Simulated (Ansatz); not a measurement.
I need a geometry optimisation of C3H8GeO2, SMILES CC(=O)C[O][GeH3]. Use the Ansatz DFT code, driven from Python. Settings: r2SCAN, def2-SVP basis, multiplicity 1.

```yaml
atoms:
  - { symbol: C, position_ang: [2.4756, -0.3559, 0.2828] }
  - { symbol: C, position_ang: [1.2945, 0.5494, 0.1096] }
  - { symbol: O, position_ang: [1.4606, 1.7597, 0.0644] }
  - { symbol: C, position_ang: [-0.0845, -0.0376, -0.0071] }
  - { symbol: O, position_ang: [-1.0372, 0.9861, -0.1620] }
  - { symbol: Ge, position_ang: [-2.6588, 0.2136, -0.2950] }
  - { symbol: H, position_ang: [2.5484, -1.0446, -0.5848] }
  - { symbol: H, position_ang: [3.4152, 0.2328, 0.3525] }
  - { symbol: H, position_ang: [2.3565, -0.9511, 1.2123] }
  - { symbol: H, position_ang: [-0.0936, -0.7165, -0.8899] }
  - { symbol: H, position_ang: [-0.2867, -0.6224, 0.9189] }
  - { symbol: H, position_ang: [-2.9607, -0.5979, 0.9912] }
  - { symbol: H, position_ang: [-3.7374, 1.3133, -0.4673] }
  - { symbol: H, position_ang: [-2.6919, -0.7288, -1.5257] }
```

Script `c3h8geo2_opt.py`:
```python
# -*- coding: utf-8 -*-
'''Relax the C3H8GeO2 molecule.'''

import ansatz as az
import numpy as np

geometry_ang = [
    ('C', [2.4756, -0.3559, 0.2828]),
    ('C', [1.2945, 0.5494, 0.1096]),
    ('O', [1.4606, 1.7597, 0.0644]),
    ('C', [-0.0845, -0.0376, -0.0071]),
    ('O', [-1.0372, 0.9861, -0.162]),
    ('Ge', [-2.6588, 0.2136, -0.295]),
    ('H', [2.5484, -1.0446, -0.5848]),
    ('H', [3.4152, 0.2328, 0.3525]),
    ('H', [2.3565, -0.9511, 1.2123]),
    ('H', [-0.0936, -0.7165, -0.8899]),
    ('H', [-0.2867, -0.6224, 0.9189]),
    ('H', [-2.9607, -0.5979, 0.9912]),
    ('H', [-3.7374, 1.3133, -0.4673]),
    ('H', [-2.6919, -0.7288, -1.5257]),
]
molecule = az.Crystal.molecule()
for symbol, xyz in geometry_ang:
    molecule = molecule.atom(symbol, xyz)

base = molecule.calculation().basis(gaussian='def2-SVP').functional('r2SCAN')
symbols = [site.symbol for site in molecule.cartesian_sites]
start = np.array([site.position_ang for site in molecule.cartesian_sites], dtype=float)
def progress(event):
    if event['event'] == 'relax_step':
        row = event['data']
        print(f'step {row["step"]:3d}  E = {row["lagrangian_ev"]:.6f} eV  max force {row["allowed_force_max_ev_ang"]:.4f} eV/A')


summary = base.relax(force_tolerance=0.01).session().plan().execute(on_event=progress).report
end = np.array(summary['positions_ang'])

print('reference energy %16.6f eV' % summary['reference_energy_ev'])
print('total energy     %16.6f eV' % summary['free_energy_ev'])
print('occupied (up, down):', summary['n_occupied'], ' virtual:', summary['n_virtual'], ' frozen:', summary['n_frozen'])

print('bond        before    after (A)')
for i, j in [(0, 1), (0, 6), (0, 7), (0, 8), (1, 2), (1, 3), (3, 4), (3, 9), (3, 10), (4, 5), (5, 11), (5, 12), (5, 13)]:
    d0, d1 = (np.linalg.norm(xyz[i] - xyz[j]) for xyz in (start, end))
    print(f'{symbols[i]}{i}-{symbols[j]}{j}'.ljust(10), f'{d0:8.4f} {d1:8.4f}')

charges = summary['charge_distribution']
print('dipole moment', round(4.803205 * float(np.linalg.norm(charges['dipole_moment_e_ang'])), 3), 'D')
print('Mulliken:', [(s, round(q, 3)) for s, q in zip(symbols, charges['mulliken_charges_e'])])
```

`python c3h8geo2_opt.py` gives:
```text
step   1  E = -63836.524836 eV  max force 1.9808 eV/A
step   2  E = -63836.651560 eV  max force 0.7984 eV/A
step   3  E = -63836.676594 eV  max force 0.2945 eV/A
step   4  E = -63836.683158 eV  max force 0.3467 eV/A
step   5  E = -63836.687813 eV  max force 0.0887 eV/A
step   6  E = -63836.688225 eV  max force 0.0376 eV/A
step   7  E = -63836.688393 eV  max force 0.0172 eV/A
step   8  E = -63836.688390 eV  max force 0.0082 eV/A
step   9  E = -63836.688401 eV  max force 0.0040 eV/A
reference energy    -63836.688413 eV
total energy        -63836.688413 eV
occupied (up, down): [37, 37]  virtual: [105, 105]  frozen: 0
bond        before    after (A)
C0-C1        1.4982   1.5148
C0-H6        1.1101   1.1025
C0-H7        1.1110   1.0975
C0-H8        1.1101   1.1025
C1-O2        1.2225   1.2072
C1-C3        1.5033   1.5272
C3-O4        1.4070   1.3917
C3-H9        1.1137   1.1147
C3-H10       1.1137   1.1147
O4-Ge5       1.8011   1.7889
Ge5-H11      1.5505   1.5405
Ge5-H12      1.5500   1.5270
Ge5-H13      1.5504   1.5405
dipole moment 3.687 D
Mulliken: [('C', -0.066), ('C', -0.007), ('O', -0.201), ('C', 0.214), ('O', -0.513), ('Ge', 0.549), ('H', 0.061), ('H', 0.066), ('H', 0.061), ('H', 0.032), ('H', 0.032), ('H', -0.085), ('H', -0.058), ('H', -0.085)]
```

Caveats:
- These settings explore the input space; basis and method may be short of convergence.
- The end point is the stationary point reached from this start; no frequency run checks that it is a minimum, and the basis set is modest.
- Finished in 2.2 min on 1 thread of Arm Neoverse V2, on a shared host, peak memory 0.29 GiB.

(A comment or docstring line of the script was reworded after the run, the code is as it ran; lines on the test bed's own set-up are left out of the output.)
